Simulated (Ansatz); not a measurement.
# Mo3S6 sheet: levels of theory

The task, for Mo3S6 sheet: compare levels of theory; the runs are relaxing the atoms and single point.

Program: Ansatz 0.2.0. Level of theory: DFT LDA, scalar-relativistic, plane waves, PAW, and further levels as typed in the inputs. These are calculated values, not measurements.

### Step 1. Starting point

The structure is hexagonal, space group P-6m2 (No. 187). Conventional cell: a = 3.192 Å, b = 3.192 Å, c = 33.424 Å, α = 90.00°, β = 90.00°, γ = 120.00°. S (site symmetry 3m) has 3 Mo at 2.42 Å as nearest neighbours. Around Mo (site symmetry 3m) lie 6 S at 2.42 Å. Around Mo (site symmetry -6m2) lie 6 S at 2.42 Å.

As a file:

```
S Mo
1.0
     3.19160    0.00000    0.00000
    -1.59580    2.76401    0.00000
     0.00000    0.00000   33.42400
S Mo
6 3
Direct
  0.66667 0.33333 0.26927
  0.66667 0.33333 0.36291
  0.33333 0.66667 0.45318
  0.33333 0.66667 0.54682
  0.66667 0.33333 0.63709
  0.66667 0.33333 0.73073
  0.33333 0.66667 0.31609
  0.66667 0.33333 0.50000
  0.33333 0.66667 0.68391
```

### Step 2. Relaxing the atoms: Mo3S6 sheet, no spin

File input.yaml:

```yaml
crystal:
  lattice:
    - [3.1916, 0.0, 0.0]
    - [-1.5958, 2.7640066787, 0.0]
    - [0.0, 0.0, 33.424]
  atoms:
    - { symbol: S, position: [0.6666666667, 0.3333333333, 0.2692675921] }
    - { symbol: Mo, position: [0.3333333333, 0.6666666667, 0.3160902346] }
    - { symbol: S, position: [0.6666666667, 0.3333333333, 0.362912877] }
    - { symbol: S, position: [0.3333333333, 0.6666666667, 0.4531773576] }
    - { symbol: Mo, position: [0.6666666667, 0.3333333333, 0.5] }
    - { symbol: S, position: [0.3333333333, 0.6666666667, 0.5468226424] }
    - { symbol: S, position: [0.6666666667, 0.3333333333, 0.637087123] }
    - { symbol: Mo, position: [0.3333333333, 0.6666666667, 0.6839097654] }
    - { symbol: S, position: [0.6666666667, 0.3333333333, 0.7307324079] }
  periodic: [true, true, false]
scf:
  occupations: { method: gaussian, width: 0.02 }
  n_extra_bands: 6
output:
  forces: true
  stress: false
  write_density: true
  write_potential: true
  elf: true
  volumetric_format: npy
kpoints:
  mp_grid: { grid: [12, 12, 1] }
hamiltonian:
  xc: lda
relax:
  f_tol: 0.004
  max_steps: 100
```

Run with:

```sh
$ ansatz run input.yaml --threads 8 --pin off --max-ram 24576MiB --backend cpu --events-out ev --progress --plain --runs-dir out
```

Log, shortened:

```text
Warning: crystal.periodic: the lattice vector that does not repeat stood 0.000° off the slab's normal, 33.424 Å along it as the deck builds it. The run solves the slab on a vector along the normal, 54.648 Å long, with every atom where it was (on the deck's vector they left 18.00 Å outside [...]
Warning: RAYON_NUM_THREADS=8 ignored (pool sized by the plan → 8); use --threads N
[...]
scf.n_extra_bands = 6 over 39 filled bands (N_el = 78.0): the run solves 45 bands
[...]
Pseudopotentials: kind: paw
Pseudopotential: S, paw, valence charge 6, recommended cutoff 420 eV (normal), S.paw.azcp
Pseudopotential: Mo, paw, valence charge 14, recommended cutoff 420 eV (normal), Mo.paw.azcp
Functional definition: SPW92
[...]
Crystal: 9 atoms, lattice volume = 482.083 Å³
Basis set: ecut = 420 eV, 9543 PW (Γ)
Bands: 45, of which v1, the nominal top of the filled ones, is band 39 counted from 1 (38 counted from 0)
Symmetry: 12 space group operations
Space group: P-6m2 (ITA 187), of the structure as read, at distance tolerance 7.8e-5 Å
k-points: 19 of 144 (time reversal used)
[...]
SCF iter   1: F=—  HF=-19754.344901 eV  |F-HF|=—  |Δ(HF+E_count)|=         —  Δρ=4.51e-3  dr2=1.31e-1  ethr=1.77e-3  ⟨swp⟩=11.8  Hψ=5423  notcnv=0
[...]
relax step   1: F+E_penalty+E_count = -19754.34341444 eV  Δ(F+E_penalty+E_count) = +0.000e0 eV  max|allowed force component| = 6.890e-1 eV/Å  Δτ_max = 0.0000 Å  (9 SCF iters, dr2 threshold 4.00e-7 eV, accepted)
[...]
relax step   6: F+E_penalty+E_count = -19754.41997885 eV  Δ(F+E_penalty+E_count) = -9.106e-5 eV  max|allowed force component| = 1.047e-3 eV/Å  Δτ_max = 0.0091 Å  (8 SCF iters, accepted)
[...]
WARN: The output density's exchange-correlation potential varies sharply where the density is thin. Do not read a vacuum level from v_tot or v_xc, or from such a field of the output density. On a cell that repeats whose density bears no net charge and no dipole along the vacuum's axis use [...]
SCF converged after 7 iterations
Free energy (F): -19754.419995 eV
[...]
E sigma→0 (E₀):  -19754.419995 eV
Fermi energy:    -5.041902 eV
[...]
--- Forces (eV/Å), atoms counted from 1 ---
  atom   1  S     -0.00000000     0.00000000    -0.00018690
  atom   2  Mo    -0.00000000     0.00000000     0.00006432
  atom   3  S     -0.00000000     0.00000000     0.00009230
  atom   4  S      0.00000000    -0.00000000     0.00015097
  atom   5  Mo     0.00000000     0.00000000     0.00000000
  atom   6  S      0.00000000    -0.00000000    -0.00015097
  atom   7  S     -0.00000000     0.00000000    -0.00009230
  atom   8  Mo    -0.00000000     0.00000000    -0.00006432
[...]
--- Band table (eV; the first three rows and the last of 19) ---
[...]
--- Relaxed structure (7 steps of the walk, 6 accepted, 0 SCFs on fresh bases) ---
  F+E_penalty+E_count = -19754.41999546 eV   max|allowed force component| = 1.869e-4 eV/Å
  cell:  # Å, volume = 482.0830 Å³
    - [3.1915999999893687, 0.0, 0.0]
    - [-1.5957999999946844, 2.7640066787092072, 0.0]
    - [0.0, 0.0, 54.6480000065984]
  atoms:
    - { symbol: S, position: [0.6666666666666667, 0.33333333333333337, 0.1684291673619478] }
    - { symbol: Mo, position: [0.33333333333333337, 0.6666666666666667, 0.19638675556579502] }
    - { symbol: S, position: [0.6666666666666667, 0.33333333333333337, 0.2244001379218282] }
    - { symbol: S, position: [0.33333333333333337, 0.6666666666666667, 0.2778069491111924] }
    - { symbol: Mo, position: [0.6666666666666667, 0.33333333333333337, 0.30581174055742444] }
    - { symbol: S, position: [0.33333333333333337, 0.6666666666666667, 0.3338165320036565] }
    - { symbol: S, position: [0.6666666666666667, 0.33333333333333337, 0.38722334319302065] }
    - { symbol: Mo, position: [0.33333333333333337, 0.6666666666666667, 0.41523672554905394] }
    - { symbol: S, position: [0.6666666666666667, 0.33333333333333337, 0.44319431375290114] }
```

Run time: 52 s. Hardware: 8 threads of Arm Neoverse V1, shared host; peak memory 1.4 GiB.

Step by step:

```csv
step,E - E(step 1) (eV/cell),largest force component (eV/Å)
1,0.0000,0.6890
2,-0.0612,0.3342
3,-0.0760,0.0184
4,-0.0765,0.0116
5,-0.0763,0.0487
6,-0.0766,0.0010
7,-0.0766,0.0002
```

Step 1 is the start. Step 5 was tried and not accepted.

Density in a lattice plane of the grid's cell (edges 3.19 and 54.65 Å, at 0.333 of the third edge), which holds S and Mo.

Values in e/Å³, 12 rows by 6 columns:
```
0.00 0.00 0.00 0.00 0.00 0.00
0.00 0.00 0.00 0.00 0.00 0.00
0.00 0.00 0.00 0.00 0.00 0.00
0.00 0.00 0.00 0.00 0.00 0.00
0.00 0.00 0.00 0.00 0.00 0.00
0.00 0.00 0.00 0.00 0.00 0.00
0.48 0.93 0.54 0.28 0.26 0.28
0.42 0.57 0.44 0.23 0.17 0.22
0.05 0.04 0.06 0.10 0.13 0.10
0.40 0.15 0.41 1.09 0.31 1.05
0.00 0.00 0.00 0.00 0.00 0.00
0.00 0.00 0.00 0.00 0.00 0.00
```
Columns run along the first of these edges and rows up along the second, over one cell in 6 and 12 even steps from the bottom left corner. Atoms in the plane (fractional): S at (0.67, 0.17), S at (0.67, 0.22), Mo at (0.67, 0.31), S at (0.67, 0.39), S at (0.67, 0.44).

ELF in the same plane.

Values, 12 rows by 6 columns:
```
0.00 0.00 0.00 0.00 0.00 0.00
0.00 0.00 0.00 0.00 0.00 0.00
0.00 0.00 0.00 0.00 0.00 0.00
0.00 0.00 0.00 0.00 0.00 0.00
0.00 0.00 0.00 0.00 0.00 0.00
0.00 0.00 0.00 0.01 0.01 0.01
0.21 0.40 0.24 0.19 0.20 0.19
0.70 0.75 0.68 0.34 0.18 0.32
0.05 0.05 0.06 0.29 0.52 0.29
0.70 0.17 0.68 0.70 0.07 0.68
0.00 0.00 0.00 0.00 0.00 0.00
0.00 0.00 0.00 0.00 0.00 0.00
```
Columns run along the first of these edges and rows up along the second, over one cell in 6 and 12 even steps from the bottom left corner. Atoms in the plane (fractional): S at (0.67, 0.17), S at (0.67, 0.22), Mo at (0.67, 0.31), S at (0.67, 0.39), S at (0.67, 0.44).

Both are smooth fields of the valence electrons: close to the nuclei they are not physical.

Maxima of ELF outside the ion cores: 0.96 beside S, off the lines to its neighbours, 0.9 Å from S; 0.86 on the S–Mo line, 0.8 Å from S.

### Step 3. Single point: LDA with spin-orbit coupling

It takes the final geometry of step 2.

File input.yaml:

```yaml
crystal:
  lattice:
    - [3.1916, 0.0, 0.0]
    - [-1.5958, 2.7640066787, 0.0]
    - [0.0, 0.0, 54.6480000066]
  atoms:
    - { symbol: S, position: [0.6666666667, 0.3333333333, 0.1684291674] }
    - { symbol: Mo, position: [0.3333333333, 0.6666666667, 0.1963867556] }
    - { symbol: S, position: [0.6666666667, 0.3333333333, 0.2244001379] }
    - { symbol: S, position: [0.3333333333, 0.6666666667, 0.2778069491] }
    - { symbol: Mo, position: [0.6666666667, 0.3333333333, 0.3058117406] }
    - { symbol: S, position: [0.3333333333, 0.6666666667, 0.333816532] }
    - { symbol: S, position: [0.6666666667, 0.3333333333, 0.3872233432] }
    - { symbol: Mo, position: [0.3333333333, 0.6666666667, 0.4152367255] }
    - { symbol: S, position: [0.6666666667, 0.3333333333, 0.4431943138] }
  periodic: [true, true, false]
scf:
  occupations: { method: gaussian, width: 0.01 }
  n_extra_bands: 8
output:
  eigenvalues: true
  eigenstates:
    kpoints:
      - [0.0, 0.0, 0.0]
      - [0.016667, 0.016667, 0.0]
      - [0.033333, 0.033333, 0.0]
      - [0.05, 0.05, 0.0]
      - [0.066667, 0.066667, 0.0]
      - [0.1, 0.1, 0.0]
      - [0.133333, 0.133333, 0.0]
      - [0.166667, 0.166667, 0.0]
      - [0.2, 0.2, 0.0]
      - [0.233333, 0.233333, 0.0]
      - [0.25, 0.25, 0.0]
      - [0.266667, 0.266667, 0.0]
      - [0.283333, 0.283333, 0.0]
      - [0.3, 0.3, 0.0]
      - [0.316667, 0.316667, 0.0]
      - [0.333333, 0.333333, 0.0]
      - [0.35, 0.35, 0.0]
      - [0.366667, 0.366667, 0.0]
      - [0.383333, 0.383333, 0.0]
      - [0.4, 0.4, 0.0]
      - [0.025, 0.0, 0.0]
      - [0.05, 0.0, 0.0]
      - [0.075, 0.0, 0.0]
      - [0.1, 0.0, 0.0]
      - [0.5, 0.0, 0.0]
    top_band: c8
    e_range: [-2.5, 3]
kpoints:
  mp_grid: { grid: [12, 12, 1] }
hamiltonian:
  xc: lda
  pseudopotentials: { kind: paw_fr }
magnetization:
  noncollinear: true
  spin_orbit: true
```

Run with:

```sh
$ ansatz run input.yaml --threads 8 --pin off --max-ram 24576MiB --backend cpu --events-out ev --progress --plain --runs-dir out
```

Log, shortened:

```text
Warning: RAYON_NUM_THREADS=8 ignored (pool sized by the plan → 8); use --threads N
scf.n_extra_bands = 8 over 78 filled bands (N_el = 78.0): the run solves 86 bands
[...]
Pseudopotentials: kind: paw_fr
Pseudopotential: S, paw_fr, valence charge 6, recommended cutoff 420 eV (normal), S.paw.azcp#standard-fr
Pseudopotential: Mo, paw_fr, valence charge 14, recommended cutoff 420 eV (normal), Mo.paw.azcp#standard-fr
Functional definition: SPW92
[...]
non-collinear run that drives no moment, with spin-orbit: no starting moment large enough to seed its density (crystal.atoms[].spin), no starting occupations that ask for one, no magnetisation constraint and no magnetic field, so the semilocal B_xc is pinned to zero
Crystal: 9 atoms, lattice volume = 482.083 Å³
Basis set: ecut = 420 eV, 9543 PW (Γ)
Bands: 86, of which v1, the nominal top of the filled ones, is band 78 counted from 1 (77 counted from 0)
[...]
an eigenvalue changed by more than its tolerance at an iteration that met the thresholds in force, so the SCF went on 1 time: the last check found none over its tolerance
Magnetization: |M| = 0.0000 μB,  M = (+0.0000, +0.0000, +0.0000) μB
Absolute magnetization: 0.0000 μB (∫|m|)
  site 0: m = (+0.0000, +0.0000, +0.0000) μB, |m| = 0.0000 μB  (R = 0.99 Å)
  site 1: m = (+0.0000, +0.0000, +0.0000) μB, |m| = 0.0000 μB  (R = 0.99 Å)
  site 2: m = (+0.0000, +0.0000, +0.0000) μB, |m| = 0.0000 μB  (R = 0.99 Å)
  site 3: m = (+0.0000, +0.0000, +0.0000) μB, |m| = 0.0000 μB  (R = 0.99 Å)
  site 4: m = (+0.0000, +0.0000, +0.0000) μB, |m| = 0.0000 μB  (R = 0.99 Å)
  site 5: m = (+0.0000, +0.0000, +0.0000) μB, |m| = 0.0000 μB  (R = 0.99 Å)
  site 6: m = (+0.0000, +0.0000, +0.0000) μB, |m| = 0.0000 μB  (R = 0.99 Å)
  site 7: m = (+0.0000, +0.0000, +0.0000) μB, |m| = 0.0000 μB  (R = 0.99 Å)
  site 8: m = (+0.0000, +0.0000, +0.0000) μB, |m| = 0.0000 μB  (R = 0.99 Å)
Free energy (F): -19757.832411 eV
[...]
E sigma→0 (E₀):  -19757.832411 eV
Fermi energy:    -5.041527 eV
[...]
--- Band table (eV; the first three rows and the last of 19) ---
[...]
```

It took 3.7 min on 8 threads of Arm Neoverse V1, shared host; peak memory 6.1 GiB.

### Step 4. Single point: r2SCAN with spin-orbit coupling

It takes the final geometry of step 2.

input.yaml: that of step 3 with these lines changed.

```diff
@@ -53,3 +53,3 @@
 hamiltonian:
-  xc: lda
+  xc: r2scan
   pseudopotentials: { kind: paw_fr }
```

Run with:

```sh
$ ansatz run input.yaml --threads 8 --pin off --max-ram 24576MiB --backend cpu --events-out ev --progress --plain --runs-dir out
```

Log, shortened:

```text
Warning: RAYON_NUM_THREADS=8 ignored (pool sized by the plan → 8); use --threads N
scf.n_extra_bands = 8 over 78 filled bands (N_el = 78.0): the run solves 86 bands
[...]
Pseudopotentials: kind: paw_fr
Pseudopotential: S, paw_fr, valence charge 6, recommended cutoff 500 eV (meta_gga), S.paw.azcp#standard-fr
Pseudopotential: Mo, paw_fr, valence charge 14, recommended cutoff 500 eV (meta_gga), Mo.paw.azcp#standard-fr
Functional definition: r2SCAN
[...]
non-collinear run that drives no moment, with spin-orbit: no starting moment large enough to seed its density (crystal.atoms[].spin), no starting occupations that ask for one, no magnetisation constraint and no magnetic field, so the semilocal B_xc is pinned to zero
Crystal: 9 atoms, lattice volume = 482.083 Å³
Basis set: ecut = 500 eV, 12205 PW (Γ), exchange–correlation on 96×96×1600 points (64 copies of the dense FFT grid, shifted against one another)
[...]
NSCF: frozen V_eff on 25 k-points
SCF converged after 13 iterations
Magnetization: |M| = 0.0000 μB,  M = (+0.0000, +0.0000, +0.0000) μB
Absolute magnetization: 0.0000 μB (∫|m|)
  site 0: m = (+0.0000, +0.0000, +0.0000) μB, |m| = 0.0000 μB  (R = 0.99 Å)
  site 1: m = (+0.0000, +0.0000, +0.0000) μB, |m| = 0.0000 μB  (R = 0.99 Å)
  site 2: m = (+0.0000, +0.0000, +0.0000) μB, |m| = 0.0000 μB  (R = 0.99 Å)
  site 3: m = (+0.0000, +0.0000, +0.0000) μB, |m| = 0.0000 μB  (R = 0.99 Å)
  site 4: m = (+0.0000, +0.0000, +0.0000) μB, |m| = 0.0000 μB  (R = 0.99 Å)
  site 5: m = (+0.0000, +0.0000, +0.0000) μB, |m| = 0.0000 μB  (R = 0.99 Å)
  site 6: m = (+0.0000, +0.0000, +0.0000) μB, |m| = 0.0000 μB  (R = 0.99 Å)
  site 7: m = (+0.0000, +0.0000, +0.0000) μB, |m| = 0.0000 μB  (R = 0.99 Å)
  site 8: m = (+0.0000, +0.0000, +0.0000) μB, |m| = 0.0000 μB  (R = 0.99 Å)
Free energy (F): -20327.367569 eV
[...]
E sigma→0 (E₀):  -20327.367569 eV
Fermi energy:    -4.955939 eV
[...]
--- Band table (eV; the first three rows and the last of 19) ---
[...]
  the weakly bound empty levels are not read free of the cell's end (spinor_tau)
```

Run time: 5.8 min. Hardware: 8 threads of Arm Neoverse V1, shared host; peak memory 8.6 GiB.

### Step 5. Single point: HSE06, no spin, mesh 6×6×1

It takes the final geometry of step 2.

input.yaml: that of step 4 with these lines changed.

```diff
@@ -50,9 +50,9 @@
     e_range: [-2.5, 3]
+  write_density: true
+  write_potential: true
+  elf: true
+  volumetric_format: npy
 kpoints:
-  mp_grid: { grid: [12, 12, 1] }
+  mp_grid: { grid: [6, 6, 1] }
 hamiltonian:
-  xc: r2scan
-  pseudopotentials: { kind: paw_fr }
-magnetization:
-  noncollinear: true
-  spin_orbit: true
+  xc: hse06
```

Run with:

```sh
$ ansatz run input.yaml --threads 8 --pin off --max-ram 24576MiB --backend cpu --events-out ev --progress --plain --runs-dir out
```

Log, shortened:

```text
Warning: RAYON_NUM_THREADS=8 ignored (pool sized by the plan → 8); use --threads N
scf.n_extra_bands = 8 over 39 filled bands (N_el = 78.0): the run solves 47 bands
[...]
Pseudopotentials: kind: paw
Pseudopotential: S, paw, valence charge 6, recommended cutoff 420 eV (normal), S.paw.azcp
Pseudopotential: Mo, paw, valence charge 14, recommended cutoff 420 eV (normal), Mo.paw.azcp
Functional definition: HSE06
[...]
Crystal: 9 atoms, lattice volume = 482.083 Å³
Basis set: ecut = 420 eV, 9543 PW (Γ)
Bands: 47, of which v1, the nominal top of the filled ones, is band 39 counted from 1 (38 counted from 0)
Symmetry: 12 space group operations
Space group: P-6m2 (ITA 187), of the structure as read, at distance tolerance 7.8e-5 Å
k-points: 7 of 36 (time reversal used)
[...]
SCF iter   1: F=—  HF=-20288.231708 eV  |F-HF|=—  |Δ(HF+E_count)|=         —  Δρ=3.37e-3  dr2=9.20e-2  ethr=1.77e-3  ⟨swp⟩=7.4  Hψ=1629  notcnv=0
[...]
SCF 1 stopped early in 7 iterations: F = -20288.253425 eV  dr2 = 2.65e-5
[...]
Frozen-core exchange: fock
[...]
Frozen-core exchange: fock
[...]
SCF iter   7: F=-20297.331606 eV  HF=-20297.331606 eV  |F-HF|=2.88e-8  |Δ(HF+E_count)|=   4.50e-7  Δρ=3.36e-6  dr2=4.46e-8  ethr=1.07e-10  ⟨swp⟩=4.7  Hψ=858  notcnv=0
[...]
hybrid outer 2: dexx = +2.916e-5 eV, tail = 1.38e-7 eV, Δε = 6.98e-3 eV (about 2.60e-4 eV left of the loop's levels)
NSCF: frozen V_eff on 25 k-points
WARN: The output density's exchange-correlation potential varies sharply where the density is thin. Do not read a vacuum level from v_tot or v_xc, or from such a field of the output density. On a cell that repeats whose density bears no net charge and no dipole along the vacuum's axis use [...]
hybrid SCF converged: 2 outer / 17 inner (+7 warm-up), last move |dexx| = 2.92e-5 eV, tail = 1.38e-7 eV
Stability not checked: this state was not tested for a lower state beside it, because the functional holds exact exchange (a hybrid, or Hartree-Fock), whose exchange loop this test does not read (fock_operator; see scf.lower_state_search)
Free energy (F): -20297.331607 eV
Frozen-core exchange: fock
[...]
E sigma→0 (E₀):  -20297.331607 eV
Fermi energy:    -5.016815 eV
[...]
--- Band table (eV; the first three rows and the last of 7) ---
[...]
  the weakly bound empty levels are not read free of the cell's end (exact_exchange)
```

It took 10 min on 8 threads of Arm Neoverse V1, shared host; peak memory 8.1 GiB.

Density in a lattice plane of the grid's cell (edges 3.19 and 54.65 Å, at 0.333 of the third edge), which holds S and Mo.

Ten even steps from '0' (0.00 e/Å³) to '9' (6.20 e/Å³):
```
000000
000000
000000
000000
000000
000000
000000
000000
000000
000000
000111
000111
000000
000595
000000
010000
000000
000000
000000
000000
```
Columns run along the first of these edges and rows up along the second, over one cell in 6 and 20 even steps from the bottom left corner. Atoms in the plane (fractional): S at (0.67, 0.17), S at (0.67, 0.22), Mo at (0.67, 0.31), S at (0.67, 0.39), S at (0.67, 0.44).

ELF in the same plane.

Values, 12 rows by 6 columns:
```
0.00 0.00 0.00 0.00 0.00 0.00
0.00 0.00 0.00 0.00 0.00 0.00
0.00 0.00 0.00 0.00 0.00 0.00
0.00 0.00 0.00 0.00 0.00 0.00
0.00 0.00 0.00 0.00 0.00 0.00
0.00 0.00 0.00 0.01 0.02 0.01
0.20 0.40 0.23 0.19 0.20 0.19
0.71 0.75 0.69 0.34 0.18 0.33
0.05 0.05 0.05 0.30 0.55 0.30
0.70 0.17 0.68 0.69 0.08 0.67
0.00 0.00 0.00 0.00 0.00 0.00
0.00 0.00 0.00 0.00 0.00 0.00
```
Columns run along the first of these edges and rows up along the second, over one cell in 6 and 12 even steps from the bottom left corner. Atoms in the plane (fractional): S at (0.67, 0.17), S at (0.67, 0.22), Mo at (0.67, 0.31), S at (0.67, 0.39), S at (0.67, 0.44).

Both are smooth fields of the valence electrons: close to the nuclei they are not physical.

The highest ELF values outside the cores: 0.96 beside S, off the lines to its neighbours, 0.9 Å from S; 0.87 on the S–Mo line, 0.8 Å from S; 0.47 between the atoms, 1.8 Å from Mo.

### Step 6. Results

| step | level | k mesh | energy (eV) | gap on the mesh (eV) | time |
| --- | --- | --- | --- | --- | --- |
| 2 | LDA | 12×12×1 | -19754.420 | 0.70 | 52 s |
| 3 | LDA with spin-orbit coupling | 12×12×1 | -19757.832 | 0.69 | 3.7 min |
| 4 | r2SCAN with spin-orbit coupling | 12×12×1 | -20327.368 | 0.79 | 5.8 min |
| 5 | HSE06 | 6×6×1 | -20297.332 | 1.17 | 10 min |

Totals of different systems or levels have different zeros; only balanced differences at one level mean anything.

**Reading.** The rows set the runs side by side; convergence of the settings was not tested in this session.
